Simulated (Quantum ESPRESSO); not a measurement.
TiOs7:

```
CELL_PARAMETERS angstrom
5.20064 0.00000 0.00000
0.00000 5.20064 0.00000
0.00000 0.00000 5.20064
ATOMIC_POSITIONS crystal
Ti 0.00000 0.00000 0.00000
Os 0.81654 0.50000 0.50000
Os 0.18346 0.50000 0.50000
Os 0.50000 0.81654 0.50000
Os 0.50000 0.18346 0.50000
Os 0.50000 0.50000 0.81654
Os 0.50000 0.50000 0.18346
Os 0.50000 0.50000 0.50000
```

The cell was built by a generator and needn't be a form met in nature.

Base run:

```yaml
Program: Quantum ESPRESSO 7.5
Functional: PBE
Potentials_or_basis: SSSP 1.3 efficiency PBE
Cutoff: 748 eV
Density_cutoff: 5987 eV
k_mesh: 5 × 5 × 5
Occupations: fermi-dirac, width 0.05 eV
Spin: no spin polarisation
```

Its results: band gap on the k mesh none (metal or under the smearing width); pressure 449.8 GPa; largest force 76.651 eV/Å.

Question: The run is repeated on the same cell with these changes: functional from PBE to optB88-vdW. What comes out?

Answer: Band gap on the k mesh none (metal or under the smearing width); pressure 452.2 GPa; largest force 77.238 eV/Å.

Caveats: a pressure of tens of GPa on the cell as given is suspect, and the run, the potentials or the cell itself is likely at fault; forces of over 1 eV/Å show positions far from the minimum, so gaps and moduli don't describe the material at rest (some runs); the potentials were made for another functional, which shifts forces and pressure (some runs); spin-orbit coupling is left out, which moves the levels of the heavy elements (some runs).
